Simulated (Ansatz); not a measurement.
# SnCl2: small, medium and large basis sets

Aim: see how fast density functionals converge with the basis set for SnCl2.

Method: one geometry, several basis sets; program: Ansatz 0.2.0, Gaussian basis.

The runs, in order: PBE0-D4/def2-SVP; ωB97M-V/def2-SVP; PBE0-D4/def2-QZVPP; ωB97M-V/def2-QZVPP; the functionals' def2-TZVPP values are taken from earlier runs.

**1. The relaxed structure**

The geometry comes from an earlier relaxation with PBE0-D4 in a triple-zeta def2 set; it is a stationary point. Sn takes the def2 core potential; no spin-orbit term is included.

SMILES `[Cl][Sn][Cl]`, 3 atoms, charge 0, spin multiplicity 1.

Atoms are counted from 1 here; the program's logs count them from 0.

Bond lengths: Cl1–Sn2 2.363 Å, Sn2–Cl3 2.363 Å. Angles: Cl1–Sn2–Cl3 98.4°.

As a file:

```mol
Cl2Sn
  3D, bonds by distance, orders not assigned

  3  2  0  0  0  0  0  0  0  0999 V2000
    1.1542    1.2207    0.7560 Cl  0  0
   -0.7969    0.5189   -0.3766 Sn  0  0
   -0.3682   -1.8045   -0.3926 Cl  0  0
  1  2  8  0
  2  3  8  0
M  END
```

**2. PBE0-D4 in def2-SVP**

File in.yaml:

```yaml
crystal:
  periodic: [false, false, false]
  atoms:
    - {symbol: Cl, position_ang: [1.154226, 1.220736, 0.755987]}
    - {symbol: Sn, position_ang: [-0.796938, 0.518937, -0.376553]}
    - {symbol: Cl, position_ang: [-0.368188, -1.804473, -0.392634]}
basis:
  gaussian: {orbitals: def2-SVP}
hamiltonian: {xc: pbe0, dispersion: d4}
output: {orbitals: {seedname: orbitals}}
```

After this run come: ωB97M-V in def2-SVP; PBE0-D4 in def2-QZVPP; ωB97M-V in def2-QZVPP.

Before running them: what should the planned runs give, taken together? Wanted: PBE0-D4: double and triple zeta above quadruple; ωB97M-V: double and triple zeta above quadruple.

As calculated:

| quantity | value |
| --- | --- |
| PBE0-D4: double and triple zeta above quadruple | 9.72, 0.79 eV |
| ωB97M-V: double and triple zeta above quadruple | 9.63, 0.76 eV |

In words: PBE0-D4 gains 8.93 eV from double to triple zeta, then 0.79 eV more. These are total energies; as a rule much of such shifts cancels in differences, which this series doesn't test.
